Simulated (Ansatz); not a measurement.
# F4Fe: the cost of one run

Method: DFT unrestricted wB97X-V, scalar-relativistic (X2C), Gaussian basis x2c-TZVPPall, and further levels as typed in the inputs, in Ansatz 0.2.0.

## 1. The system as given

Bond lengths: Fe1–F2 1.735 Å, Fe1–F3 1.735 Å, Fe1–F4 1.739 Å, Fe1–F5 1.704 Å. Angles: F2–Fe1–F3 130.9°, F2–Fe1–F4 98.9°, F2–Fe1–F5 100.2°, F3–Fe1–F4 98.6°, F3–Fe1–F5 101.0°, F4–Fe1–F5 132.2°.

Structure file:

```xyz
5

Fe   -0.0032   -0.0160   -0.0154
F     1.5747   -0.0022    0.7062
F    -1.5819    0.0201    0.7027
F     0.0042    1.5782   -0.7100
F    -0.0002   -1.5700   -0.7145
```

## 2. Relaxing the atoms: F4Fe

Contents of input.yaml:

```yaml
relax:
  f_tol: 0.001
  max_steps: 200
crystal:
  periodic: [false, false, false]
  atoms:
    - { symbol: Fe, position_ang: [-0.003189, -0.01603, -0.015352] }
    - { symbol: F, position_ang: [1.57473, -0.002167, 0.706203] }
    - { symbol: F, position_ang: [-1.581928, 0.020108, 0.702687] }
    - { symbol: F, position_ang: [0.004222, 1.578179, -0.710034] }
    - { symbol: F, position_ang: [-0.000163, -1.569991, -0.714503] }
magnetization:
  spin_polarized: true
  initial_magnetization: 4
basis:
  gaussian: { orbitals: x2c-TZVPPall }
hamiltonian:
  xc: { name: wB97X-V }
```

On the command line:

```console
$ ansatz run input.yaml --threads 4 --pin off --max-ram 8192MiB --backend cpu --events-out ev --progress --plain --runs-dir out
```

Q: Estimate wall time and peak memory on 4 threads of Arm Neoverse V2, shared host.

About 74 s, with a peak of 0.81 GiB.
